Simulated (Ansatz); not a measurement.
# C2H5AlO: rotation by 180° about the C2–O3 bond

Aim: the minimum-energy path and barrier of the rotation by 180° about the C2–O3 bond. The ends are relaxed first, then joined by a nudged elastic band. SMILES of the start: C=[C](O)[AlH2].

All numbers below are computed with Ansatz 0.2.0 (RKS PBE0/cc-pVDZ).

## (1) The system as given

Bond lengths: C1–C2 1.266 Å, C2–O3 1.372 Å, C2–Al4 1.940 Å, C1–H5 1.109 Å, C1–H6 1.137 Å, O3–H7 1.046 Å, Al4–H8 1.575 Å, Al4–H9 1.679 Å. Angles: C1–C2–O3 118.2°, C1–C2–Al4 122.8°, O3–C2–Al4 119.0°, C2–C1–H5 124.1°, C2–C1–H6 123.0°, H5–C1–H6 112.8°, C2–O3–H7 122.2°, C2–Al4–H8 122.2°, C2–Al4–H9 119.0°, H8–Al4–H9 118.7°.

As a file:

```xyz
9

C    -0.2884    1.2696   -0.6676
C     0.2575    0.1761   -0.3365
O     1.4119   -0.1923   -0.9801
Al   -0.4469   -0.9699    1.0614
H     0.0949    1.9398   -1.4633
H    -1.2583    1.6431   -0.2055
H     1.9466   -1.0522   -0.7182
H     0.2460   -2.3257    1.4627
H    -1.8748   -0.5348    1.8300
```

## (2) Relaxing end A

input.yaml reads:

```yaml
crystal:
  periodic: [false, false, false]
  atoms:
    - { symbol: C, position_ang: [-0.2884, 1.2696, -0.6676] }
    - { symbol: C, position_ang: [0.2575, 0.1761, -0.3365] }
    - { symbol: O, position_ang: [1.4119, -0.1923, -0.9801] }
    - { symbol: Al, position_ang: [-0.4469, -0.9699, 1.0614] }
    - { symbol: H, position_ang: [0.0949, 1.9398, -1.4633] }
    - { symbol: H, position_ang: [-1.2583, 1.6431, -0.2055] }
    - { symbol: H, position_ang: [1.9466, -1.0522, -0.7182] }
    - { symbol: H, position_ang: [0.246, -2.3257, 1.4627] }
    - { symbol: H, position_ang: [-1.8748, -0.5348, 1.83] }
basis:
  gaussian: { orbitals: cc-pVDZ }
hamiltonian:
  xc: pbe0
relax:
  f_tol: 0.015
  max_steps: 40
```

Run with:

```console
ansatz run input.yaml --threads 1 --pin off --max-ram 2048MiB --backend cpu --events-out ev --progress --plain --runs-dir out
```

The log of the run, cut to the lines that bear on the results:

```text
Warning: RAYON_NUM_THREADS=1 ignored (pool sized by the plan → 1); use --threads N
[...]
Functional definition: PBE0
[...]
916 factors; integrals over basis functions are off by at most 2.4e-4 eV
[...]
mean field -10789.62216601 eV, -396.5113011322 hartree, gradient 2.9e-5 eV, S^2 0.000000; 0 other end points of the search recorded, 0 dependent functions left out
[...]
reference -10789.62219716 eV, -396.5113022772 hartree; 19, 19 occupied and 66, 66 virtual orbitals, 916 factors
relax step   1: F+E_penalty+E_count = -10789.62216601 eV  Δ(F+E_penalty+E_count) = +0.000e0 eV  max|allowed force component| = 5.812e0 eV/Å  Δτ_max = 0.0000 Å  (26 SCF iters, accepted)
[...]
relax step   7: F+E_penalty+E_count = -10790.25096774 eV  Δ(F+E_penalty+E_count) = -9.877e-5 eV  max|allowed force component| = 4.261e-2 eV/Å  Δτ_max = 0.0059 Å  (23 SCF iters, accepted)
[...]
relax step   8: F+E_penalty+E_count = -10790.25100931 eV  Δ(F+E_penalty+E_count) = -4.157e-5 eV  max|allowed force component| = 6.483e-3 eV/Å  Δτ_max = 0.0020 Å  (20 SCF iters, accepted)
916 factors; integrals over basis functions are off by at most 3.1e-4 eV
[...]
mean field -10790.25100931 eV, -396.5344106973 hartree, gradient 6.8e-5 eV, S^2 0.000000; 1 other end points of the search recorded, 0 dependent functions left out
[...]
reference -10790.25103985 eV, -396.5344118198 hartree; 19, 19 occupied and 66, 66 virtual orbitals, 916 factors
Total energy: -10790.25103985 eV, -396.5344118198 hartree
Atom 0 at    -0.313209     1.273847    -0.668818 Å, force    -0.005710     0.004199     0.001632 eV/Å
Atom 1 at     0.330128     0.132424    -0.347293 Å, force    -0.003604     0.003932    -0.000003 eV/Å
Atom 2 at     1.483125    -0.173920    -1.018652 Å, force     0.006483    -0.001364    -0.003921 eV/Å
Atom 3 at    -0.479977    -0.967531     1.065581 Å, force     0.000249    -0.000762     0.000964 eV/Å
Atom 4 at     0.061919     1.950975    -1.444541 Å, force     0.002390    -0.004979     0.002041 eV/Å
Atom 5 at    -1.234959     1.546641    -0.151826 Å, force     0.000294    -0.000215    -0.000614 eV/Å
Atom 6 at     1.822706    -1.009909    -0.680752 Å, force    -0.000038    -0.001009     0.000197 eV/Å
Atom 7 at     0.246031    -2.333389     1.480836 Å, force     0.000260    -0.000242     0.000040 eV/Å
Atom 8 at    -1.827264    -0.465438     1.748364 Å, force    -0.000323     0.000440    -0.000335 eV/Å
Dipole moment:     0.027849    -0.180271     0.107974 e Å
```

Run time: 28 s. Hardware: 1 thread of Arm Neoverse V2, shared host; peak memory 0.16 GiB.

The steps of the relaxation:

| step | energy from step 1 (eV) | largest force component (eV/Å) |
| --- | --- | --- |
| 1 | 0.0000 | 5.8121 |
| 2 | -0.5553 | 1.4396 |
| 3 | -0.6065 | 0.4150 |
| 4 | -0.6218 | 0.2912 |
| 5 | -0.6271 | 0.1306 |
| 6 | -0.6287 | 0.0361 |
| 7 | -0.6288 | 0.0426 |
| 8 | -0.6288 | 0.0065 |

Step 1 is the start.

After: Bond lengths: C1–C2 1.349 Å, C2–O3 1.369 Å, C2–Al4 1.965 Å, C1–H5 1.096 Å, C1–H6 1.091 Å, O3–H7 0.964 Å, Al4–H8 1.602 Å, Al4–H9 1.592 Å. Angles: C1–C2–O3 118.3°, C1–C2–Al4 116.6°, O3–C2–Al4 125.1°, C2–C1–H5 121.9°, C2–C1–H6 120.1°, H5–C1–H6 118.0°, C2–O3–H7 108.6°, C2–Al4–H8 118.5°, C2–Al4–H9 118.7°, H8–Al4–H9 122.8°.

## (3) End point B

The second end starts from a geometry with the move made by hand.

input.yaml: that of step 2 with these lines changed.

```diff
@@ -9,3 +9,3 @@
     - { symbol: H, position_ang: [-1.2583, 1.6431, -0.2055] }
-    - { symbol: H, position_ang: [1.9466, -1.0522, -0.7182] }
+    - { symbol: H, position_ang: [1.81599, 0.36801, -1.7654] }
     - { symbol: H, position_ang: [0.246, -2.3257, 1.4627] }
```

Run with:

```console
ansatz run input.yaml --threads 1 --pin off --max-ram 2048MiB --backend cpu --events-out ev --progress --plain --runs-dir out
```

The log of the run, cut to the lines that bear on the results:

```text
Warning: RAYON_NUM_THREADS=1 ignored (pool sized by the plan → 1); use --threads N
[...]
Functional definition: PBE0
[...]
917 factors; integrals over basis functions are off by at most 2.3e-4 eV
[...]
mean field -10789.64844128 eV, -396.5122667306 hartree, gradient 2.0e-5 eV, S^2 0.000000; 0 other end points of the search recorded, 0 dependent functions left out
[...]
reference -10789.64847365 eV, -396.5122679202 hartree; 19, 19 occupied and 66, 66 virtual orbitals, 917 factors
relax step   1: F+E_penalty+E_count = -10789.64844128 eV  Δ(F+E_penalty+E_count) = +0.000e0 eV  max|allowed force component| = 5.878e0 eV/Å  Δτ_max = 0.0000 Å  (26 SCF iters, accepted)
[...]
relax step   6: F+E_penalty+E_count = -10790.29851878 eV  Δ(F+E_penalty+E_count) = -4.836e-4 eV  max|allowed force component| = 2.423e-2 eV/Å  Δτ_max = 0.0240 Å  (29 SCF iters, accepted)
[...]
Total energy: -10790.29859392 eV, -396.5361593995 hartree
Atom 0 at    -0.322851     1.306479    -0.692448 Å, force     0.001752     0.005519    -0.005062 eV/Å
Atom 1 at     0.305895     0.158744    -0.368873 Å, force     0.002731    -0.000646    -0.001798 eV/Å
Atom 2 at     1.451135    -0.265978    -0.974100 Å, force    -0.004667     0.005784    -0.000344 eV/Å
Atom 3 at    -0.449170    -0.983297     1.049169 Å, force    -0.000655    -0.009769     0.005839 eV/Å
Atom 4 at     0.048389     1.984782    -1.473695 Å, force    -0.000419    -0.000514     0.000597 eV/Å
Atom 5 at    -1.238293     1.598486    -0.174637 Å, force     0.001204    -0.000680    -0.000502 eV/Å
Atom 6 at     1.708843     0.385075    -1.645844 Å, force     0.000424    -0.001149     0.000675 eV/Å
Atom 7 at     0.243534    -2.352327     1.479583 Å, force    -0.000780     0.000223     0.001084 eV/Å
Atom 8 at    -1.789592    -0.458055     1.736544 Å, force     0.000410     0.001231    -0.000489 eV/Å
Dipole moment:     0.039994     0.226981    -0.194226 e Å
```

It took 25 s on 1 thread of Arm Neoverse V2, shared host; peak memory 0.16 GiB.

Relaxation path:

| step | energy from step 1 (eV) | largest force component (eV/Å) |
| --- | --- | --- |
| 1 | 0.0000 | 5.8779 |
| 2 | -0.5885 | 1.2242 |
| 3 | -0.6392 | 0.2875 |
| 4 | -0.6489 | 0.1195 |
| 5 | -0.6496 | 0.0576 |
| 6 | -0.6501 | 0.0242 |
| 7 | -0.6501 | 0.0098 |

Step 1 is the start.

After: Bond lengths: C1–C2 1.348 Å, C2–O3 1.363 Å, C2–Al4 1.971 Å, C1–H5 1.099 Å, C1–H6 1.092 Å, O3–H7 0.970 Å, Al4–H8 1.594 Å, Al4–H9 1.595 Å. Angles: C1–C2–O3 123.4°, C1–C2–Al4 119.2°, O3–C2–Al4 117.4°, C2–C1–H5 122.6°, C2–C1–H6 120.3°, H5–C1–H6 117.1°, C2–O3–H7 108.8°, C2–Al4–H8 121.7°, C2–Al4–H9 116.2°, H8–Al4–H9 122.1°.

## (4) The band

crystal.atoms is end A as relaxed above, and neb.final_atoms is end B, turned to lie on A. With 5 inner images the band has 7 in all. The start path is listed, through a guess of the saddle.

input.yaml reads:

```yaml
crystal:
  periodic: [false, false, false]
  atoms:
    - { symbol: C, position_ang: [-0.313209, 1.273847, -0.668818] }
    - { symbol: C, position_ang: [0.330128, 0.132424, -0.347293] }
    - { symbol: O, position_ang: [1.483125, -0.17392, -1.018652] }
    - { symbol: Al, position_ang: [-0.479977, -0.967531, 1.065581] }
    - { symbol: H, position_ang: [0.061919, 1.950975, -1.444541] }
    - { symbol: H, position_ang: [-1.234959, 1.546641, -0.151826] }
    - { symbol: H, position_ang: [1.822706, -1.009909, -0.680752] }
    - { symbol: H, position_ang: [0.246031, -2.333389, 1.480836] }
    - { symbol: H, position_ang: [-1.827264, -0.465438, 1.748364] }
basis:
  gaussian: { orbitals: cc-pVDZ }
hamiltonian:
  xc: pbe0
neb:
  order_check: false
  images: 5
  f_tol: 0.03
  max_iterations: 60
  final_atoms:
    - { symbol: C, position_ang: [-0.20608255, 1.1330214, -0.65012491] }
    - { symbol: C, position_ang: [0.33369633, -0.03001936, -0.23384029] }
    - { symbol: O, position_ang: [1.48335204, -0.55072556, -0.74902952] }
    - { symbol: Al, position_ang: [-0.56634252, -1.0506796, 1.1921354] }
    - { symbol: H, position_ang: [0.24812378, 1.7468554, -1.44079893] }
    - { symbol: H, position_ang: [-1.12979834, 1.50369287, -0.20203766] }
    - { symbol: H, position_ang: [1.81667095, 0.04819697, -1.43584371] }
    - { symbol: H, position_ang: [0.01795566, -2.43235346, 1.72963998] }
    - { symbol: H, position_ang: [-1.90907536, -0.41428867, 1.77279864] }
  initial_path:
    images:
      - { positions_ang: [[-0.313209, 1.273847, -0.668818], [0.330128, 0.132424, -0.347293], [1.483125, -0.17392, -1.018652], [-0.479977, -0.967531, 1.065581], [0.061919, 1.950975, -1.444541], [-1.234959, 1.546641, -0.151826], [1.822706, -1.009909, -0.680752], [0.246031, -2.333389, 1.480836], [-1.827264, -0.465438, 1.748364]] }
      - { positions_ang: [[-0.28356339, 1.25004569, -0.65645187], [0.33100672, 0.14087564, -0.29237485], [1.51394446, -0.17283393, -0.89984538], [-0.47947257, -0.9668414, 1.10217032], [0.11430005, 1.92018966, -1.43225374], [-1.24399462, 1.54402587, -0.20450282], [1.78444008, -0.94884126, -0.94249526], [0.24043391, -2.30898649, 1.56225047], [-1.88859464, -0.50393378, 1.74640213]] }
      - { positions_ang: [[-0.25391777, 1.22624438, -0.64408575], [0.33188544, 0.14932729, -0.23745669], [1.54476391, -0.17174787, -0.78103877], [-0.47896815, -0.96615181, 1.13875963], [0.1666811, 1.88940432, -1.41996648], [-1.25303023, 1.54141073, -0.25717963], [1.74617417, -0.88777351, -1.20423852], [0.23483682, -2.28458398, 1.64366495], [-1.94992529, -0.54242955, 1.74444026]] }
      - { positions_ang: [[-0.22427216, 1.20244308, -0.63171962], [0.33276416, 0.15777893, -0.18253854], [1.57558337, -0.1706618, -0.66223215], [-0.47846372, -0.96546221, 1.17534895], [0.21906215, 1.85861898, -1.40767922], [-1.26206585, 1.5387956, -0.30985645], [1.70790825, -0.82670577, -1.46598179], [0.22923973, -2.26018148, 1.72507942], [-2.01125593, -0.58092533, 1.7424784]] }
      - { positions_ang: [[-0.21820895, 1.17930252, -0.63785472], [0.33307488, 0.0951795, -0.19963912], [1.5448396, -0.29734972, -0.69116461], [-0.50775665, -0.99386801, 1.18094443], [0.22874936, 1.82136445, -1.41871912], [-1.21797668, 1.52709469, -0.27391686], [1.74416248, -0.53507152, -1.45593576], [0.15881171, -2.31757214, 1.72659961], [-1.97719574, -0.52537977, 1.75258514]] }
      - { positions_ang: [[-0.21214575, 1.15616196, -0.64398982], [0.3333856, 0.03258007, -0.2167397], [1.51409582, -0.42403764, -0.72009706], [-0.53704959, -1.0222738, 1.18653992], [0.23843657, 1.78410993, -1.42975903], [-1.17388751, 1.51539378, -0.23797726], [1.78041672, -0.24343727, -1.44588973], [0.08838369, -2.3749628, 1.7281198], [-1.94313555, -0.46983422, 1.76269189]] }
      - { positions_ang: [[-0.20608255, 1.1330214, -0.65012491], [0.33369633, -0.03001936, -0.23384029], [1.48335204, -0.55072556, -0.74902952], [-0.56634252, -1.0506796, 1.1921354], [0.24812378, 1.7468554, -1.44079893], [-1.12979834, 1.50369287, -0.20203766], [1.81667095, 0.04819697, -1.43584371], [0.01795566, -2.43235346, 1.72963998], [-1.90907536, -0.41428867, 1.77279864]] }
```

Run with:

```console
ansatz run input.yaml --threads 1 --pin off --max-ram 2048MiB --backend cpu --events-out ev --progress --plain --runs-dir out
```

The log of the run, cut to the lines that bear on the results:

```text
Warning: RAYON_NUM_THREADS=1 ignored (pool sized by the plan → 1); use --threads N
[...]
Functional definition: PBE0
[...]
915 factors; integrals over basis functions are off by at most 2.8e-4 eV
[...]
mean field -10790.25102375 eV, -396.5344112281 hartree, gradient 1.7e-5 eV, S^2 0.000000; 0 other end points of the search recorded, 0 dependent functions left out
[...]
reference -10790.25105430 eV, -396.5344123507 hartree; 19, 19 occupied and 66, 66 virtual orbitals, 915 factors
915 factors; integrals over basis functions are off by at most 2.5e-4 eV
mean field -10790.29855639 eV, -396.5361580202 hartree, gradient 9.7e-6 eV, S^2 0.000000; 0 other end points of the search recorded, 0 dependent functions left out
[...]
reference -10790.29858807 eV, -396.5361591845 hartree; 19, 19 occupied and 66, 66 virtual orbitals, 915 factors
[...]
Total energy: -10790.01288241 eV, -396.5256596951 hartree
Atom 0 at    -0.256691     1.212734    -0.683875 Å, force    -0.011904     0.002778    -0.002098 eV/Å
Atom 1 at     0.355052     0.120595    -0.196618 Å, force     0.014516     0.001854    -0.003845 eV/Å
Atom 2 at     1.653799    -0.178408    -0.610260 Å, force    -0.014489    -0.006917    -0.004250 eV/Å
Atom 3 at    -0.503504    -0.991460     1.190386 Å, force     0.003478     0.001378    -0.000046 eV/Å
Atom 4 at     0.226880     1.856593    -1.428342 Å, force     0.002512    -0.000198     0.000643 eV/Å
Atom 5 at    -1.255078     1.491058    -0.336013 Å, force     0.003462    -0.001736     0.000801 eV/Å
Atom 6 at     1.592662    -0.710415    -1.413898 Å, force     0.005346     0.004190     0.008276 eV/Å
Atom 7 at     0.200202    -2.325345     1.711401 Å, force    -0.001233    -0.001405    -0.001223 eV/Å
Atom 8 at    -1.924823    -0.521652     1.750118 Å, force    -0.001688     0.000058     0.001741 eV/Å
Dipole moment:    -0.121934    -0.041526    -0.290479 e Å
this run last wrote the band of iteration 9 to <dir>
```

Run time: 2.5 min. Hardware: 1 thread of Arm Neoverse V2, shared host; peak memory 0.16 GiB.

## (5) Images and barrier

The 5 inner images lie between the fixed ends 0 and 6. Energy is taken from image 0, and the path length is the program's own coordinate along the band.

| image | path (Å) | energy (eV) | dihedral Al4–C2–O3–H7 (°) | band force (eV/Å) |
| --- | --- | --- | --- | --- |
| 0 | 0.000 | 0.0000 | 0 | - |
| 1 | 0.383 | 0.0457 | 32 | 0.005 |
| 2 | 0.767 | 0.1646 | 66 | 0.008 |
| 3* | 1.151 | 0.2382 | 97 | 0.015 |
| 4 | 1.504 | 0.1560 | 126 | 0.011 |
| 5 | 1.857 | 0.0073 | 156 | 0.018 |
| 6 | 2.210 | -0.0475 | 180 | - |

The star marks the climbing image.

image, energy (eV) and a bar:
```
        0      0.000 #####
        1      0.046 ##########
        2      0.165 ######################
        3      0.238 ##############################
        4      0.156 #####################
        5      0.007 ######
        6     -0.048
```

How the highest energy settled:

| iteration | highest image above image 0 (eV) | largest band force (eV/Å) |
| --- | --- | --- |
| 1 | 1.3404 | 16.286 |
| 2 | 0.3579 | 1.653 |
| 3 | 0.3402 | 1.994 |
| 4 | 0.2444 | 0.658 |
| 5 | 0.2389 | 0.370 |
| 6 | 0.2384 | 0.140 |
| 7 | 0.2383 | 0.101 |
| 8 | 0.2382 | 0.042 |
| 9 | 0.2382 | 0.018 |

Positions of all images (Å):

```xyz
9
image=0 dE=0.0000
C    -0.313    1.274   -0.669
C     0.330    0.132   -0.347
O     1.483   -0.174   -1.019
Al   -0.480   -0.968    1.066
H     0.062    1.951   -1.445
H    -1.235    1.547   -0.152
H     1.823   -1.010   -0.681
H     0.246   -2.333    1.481
H    -1.827   -0.465    1.748
9
image=1 dE=0.0457
C    -0.303    1.264   -0.652
C     0.334    0.120   -0.332
O     1.554   -0.097   -0.925
Al   -0.475   -0.973    1.097
H     0.129    1.957   -1.384
H    -1.261    1.522   -0.197
H     1.729   -1.043   -0.947
H     0.261   -2.290    1.633
H    -1.880   -0.506    1.691
9
image=2 dE=0.1646
C    -0.286    1.243   -0.665
C     0.343    0.123   -0.267
O     1.626   -0.080   -0.753
Al   -0.487   -0.988    1.144
H     0.188    1.910   -1.395
H    -1.270    1.510   -0.275
H     1.648   -0.929   -1.207
H     0.228   -2.313    1.680
H    -1.901   -0.522    1.722
9
image=3 dE=0.2382
C    -0.257    1.213   -0.684
C     0.355    0.121   -0.197
O     1.654   -0.178   -0.610
Al   -0.504   -0.991    1.190
H     0.227    1.857   -1.428
H    -1.255    1.491   -0.336
H     1.593   -0.710   -1.414
H     0.200   -2.325    1.711
H    -1.925   -0.522    1.750
9
image=4 dE=0.1560
C    -0.225    1.195   -0.682
C     0.362    0.104   -0.156
O     1.606   -0.353   -0.555
Al   -0.527   -1.000    1.210
H     0.247    1.819   -1.451
H    -1.211    1.504   -0.324
H     1.624   -0.442   -1.515
H     0.160   -2.353    1.698
H    -1.947   -0.520    1.757
9
image=5 dE=0.0073
C    -0.202    1.175   -0.668
C     0.349    0.052   -0.167
O     1.519   -0.498   -0.619
Al   -0.552   -1.022    1.216
H     0.264    1.773   -1.463
H    -1.156    1.533   -0.276
H     1.710   -0.169   -1.509
H     0.112   -2.387    1.699
H    -1.955   -0.504    1.770
9
image=6 dE=-0.0475
C    -0.206    1.133   -0.650
C     0.334   -0.030   -0.234
O     1.483   -0.551   -0.749
Al   -0.566   -1.051    1.192
H     0.248    1.747   -1.441
H    -1.130    1.504   -0.202
H     1.817    0.048   -1.436
H     0.018   -2.432    1.730
H    -1.909   -0.414    1.773
```

## (6) Frequencies at the highest image

The geometry is the highest inner image of the first converged band.

input.yaml reads:

```yaml
crystal:
  periodic: [false, false, false]
  atoms:
    - { symbol: C, position_ang: [-0.256691, 1.212734, -0.683875] }
    - { symbol: C, position_ang: [0.355052, 0.120595, -0.196618] }
    - { symbol: O, position_ang: [1.653799, -0.178408, -0.61026] }
    - { symbol: Al, position_ang: [-0.503504, -0.99146, 1.190386] }
    - { symbol: H, position_ang: [0.22688, 1.856593, -1.428342] }
    - { symbol: H, position_ang: [-1.255078, 1.491058, -0.336013] }
    - { symbol: H, position_ang: [1.592662, -0.710415, -1.413898] }
    - { symbol: H, position_ang: [0.200202, -2.325345, 1.711401] }
    - { symbol: H, position_ang: [-1.924823, -0.521652, 1.750118] }
basis:
  gaussian: { orbitals: cc-pVDZ }
hamiltonian:
  xc: pbe0
phonons: {}
```

Run with:

```console
ansatz run input.yaml --threads 1 --pin off --max-ram 2048MiB --backend cpu --events-out ev --progress --plain --runs-dir out
```

The log of the run, cut to the lines that bear on the results:

```text
Warning: RAYON_NUM_THREADS=1 ignored (pool sized by the plan → 1); use --threads N
[...]
Functional definition: PBE0
[...]
915 factors; integrals over basis functions are off by at most 3.3e-4 eV
[...]
mean field -10790.01285270 eV, -396.5256586034 hartree, gradient 2.2e-5 eV, S^2 0.000000; 0 other end points of the search recorded, 0 dependent functions left out
[...]
reference -10790.01288401 eV, -396.5256597540 hartree; 19, 19 occupied and 66, 66 virtual orbitals, 915 factors
[...]
915 factors; integrals over basis functions are off by at most 3.3e-4 eV
[...]
mean field -10790.01263926 eV, -396.5256507596 hartree, gradient 1.3e-6 eV, S^2 0.000000; 0 other end points of the search recorded, 0 dependent functions left out
[...]
reference -10790.01267057 eV, -396.5256519103 hartree; 19, 19 occupied and 66, 66 virtual orbitals, 915 factors
[...]
915 factors; integrals over basis functions are off by at most 3.3e-4 eV
[...]
WARN: phonons: modes at or below zero, which the zero-point energy, F, S and C_V leave out: 1, the lowest at -442.36 cm⁻¹. A minimum has none, and a first-order saddle one
[...]
Total energy: -10790.01288401 eV, -396.5256597540 hartree
Atom 0 at    -0.256691     1.212734    -0.683875 Å, force    -0.011900     0.002793    -0.002127 eV/Å
Atom 1 at     0.355052     0.120595    -0.196618 Å, force     0.014559     0.001802    -0.003830 eV/Å
Atom 2 at     1.653799    -0.178408    -0.610260 Å, force    -0.014535    -0.006910    -0.004264 eV/Å
Atom 3 at    -0.503504    -0.991460     1.190386 Å, force     0.003484     0.001350    -0.000039 eV/Å
Atom 4 at     0.226880     1.856593    -1.428342 Å, force     0.002511    -0.000194     0.000651 eV/Å
Atom 5 at    -1.255078     1.491058    -0.336013 Å, force     0.003460    -0.001720     0.000797 eV/Å
Atom 6 at     1.592662    -0.710415    -1.413898 Å, force     0.005350     0.004200     0.008296 eV/Å
Atom 7 at     0.200202    -2.325345     1.711401 Å, force    -0.001227    -0.001381    -0.001233 eV/Å
Atom 8 at    -1.924823    -0.521652     1.750118 Å, force    -0.001702     0.000060     0.001749 eV/Å
Dipole moment:    -0.121934    -0.041525    -0.290481 e Å
Vibrations: -442.36 136.84 178.88 309.42 371.07 519.37 606.43 613.10 744.01 774.84 936.26 963.89 1164.29 1244.86 1376.63 1657.20 1887.20 1902.88 3138.64 3250.05 3834.84 cm⁻¹, zero-point energy 1.587662 eV
```

Wall time 1.9 min (1 thread of Arm Neoverse V2, shared host); peak memory 0.16 GiB.

Of 21 modes, 1 is imaginary by more than 30 cm⁻¹ (442i cm⁻¹).

## (7) Results

| quantity | value |
| --- | --- |
| end A | 7 moves, 0.629 eV lower |
| end B | 6 moves, 0.650 eV lower |
| barrier forwards | 0.238 eV |
| barrier backwards | 0.286 eV |
| second end relative to first | -0.048 eV |
| highest image | 3 of 0 to 6, climbing |
| band iterations | 9 |
| imaginary modes at the top | 442i cm⁻¹ |

What this shows: The top lies 0.24 eV above the first end, or 9 kT at room temperature; with a typical attempt rate of 10^13 per second that is roughly 10^9 events a second. Going back costs 0.29 eV, since the second end is 0.048 eV below the first. The listed dihedral goes from 0° at end A through 97° at the highest image to 180° at end B. One imaginary mode, as a first-order saddle point has. These are electronic energies, with no zero-point or thermal terms.
